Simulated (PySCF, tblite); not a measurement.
**C4H9B2NSi: geometry, infrared bands and NMR shifts**

What infrared bands and NMR shifts should C4H9B2NSi (`BB[SiH2]n1cccc1`) show?

Programs: tblite 0.8.0 and PySCF 2.14.0, with density-fitted response routines of our own. Each step states its level of theory. These are calculated values for one molecule in the gas phase, unless marked as measured. Atoms count from 0, in the outputs and in this text.

### Step 1. The molecule as given

17 atoms, charge 0, multiplicity 1; geometry from: force field or distance geometry start.

Bonds of the start (Å): B0–B1 1.66, B1–Si2 1.91, Si2–N3 1.79, N3–C4 1.34, C4–C5 1.40, C5–C6 1.37, C6–C7 1.38, C7–N3 1.35, B0–H8 1.20, B0–H9 1.19, B1–H10 1.20, Si2–H11 1.48, Si2–H12 1.48, C4–H13 1.09, C5–H14 1.10, C6–H15 1.09, C7–H16 1.08.

### Step 2. Geometry optimisation with GFN2-xTB

Job settings and geometry (Å):

```
{"job": {"kind": "relax", "xc": "GFN2-xTB", "basis": "xTB"}, "charge": 0, "multiplicity": 1}
B      2.883300     0.871300     0.676300
B      2.322000    -0.359300    -0.279400
Si     0.755500    -1.407500     0.047100
N     -0.725000    -0.420500     0.255700
C     -0.754000     0.902300     0.463600
C     -2.084000     1.328200     0.587300
C     -2.846900     0.190800     0.465300
C     -1.992600    -0.873700     0.274300
H      2.442200     1.963200     0.441100
H      4.061100     0.883700     0.843300
H      3.049100    -0.727900    -1.156800
H      0.948300    -2.312200     1.199300
H      0.550800    -2.283200    -1.129400
H      0.066400     1.612200     0.510000
H     -2.418100     2.363600     0.757100
H     -3.929300     0.169400     0.538000
H     -2.335500    -1.888400     0.147000
```

Command:

```
$ OMP_NUM_THREADS=1 python probes_run.py task.json out
```

One launch serves the whole session: the jobs run in the order shown.

**Question.** This job is followed by: GFN2-xTB harmonic vibrations, gas phase; GIAO PBE0/pcSseg-1 NMR shielding, non-relativistic, gas phase. What will the session give for the following? strongest single infrared mode (GFN2-xTB); zero-point energy (GFN2-xTB); 13C shifts against TMS (PBE0/pcSseg-1, means over atoms taken as alike); 1H shifts against TMS (PBE0/pcSseg-1, means over atoms taken as alike); 11B shifts against BF3·OEt2 (PBE0/pcSseg-1); 29Si shifts against TMS (PBE0/pcSseg-1); 15N shifts against NH3 (PBE0/pcSseg-1).

**Answer**, as computed:

```
                                                               quantity                              value
                              strongest single infrared mode (GFN2-xTB)              2124 cm⁻¹, 468 km/mol
                                           zero-point energy (GFN2-xTB)                      74.4 kcal/mol
13C shifts against TMS (PBE0/pcSseg-1, means over atoms taken as alike)                   127.9, 118.5 ppm
 1H shifts against TMS (PBE0/pcSseg-1, means over atoms taken as alike)  12.68, 9.89, 6.58, 6.07, 5.87 ppm
                            11B shifts against BF3·OEt2 (PBE0/pcSseg-1)                    125.5, 96.4 ppm
                                29Si shifts against TMS (PBE0/pcSseg-1)                          -37.2 ppm
                                 15N shifts against NH3 (PBE0/pcSseg-1)                          170.0 ppm
```

**Reading.** Relaxing lowered the energy by 0.861 eV in 129 steps; the close pair that moved most is B0–B1, from 1.656 to 1.602 Å. No mode is imaginary among the 45: a minimum at this level. The strongest single mode, at 2124 cm⁻¹, moves mainly H11 and H12. Unscaled tight-binding wavenumbers are off by several per cent, some by more. Its intensities can rank the bands wrongly. At PBE0/pcSseg-1: The largest span, 300 ppm, is at B1, where the paramagnetic term is -230 ppm. NICS(1)zz of -29 ppm above the planar ring from N3 marks a diatropic (aromatic) ring current.
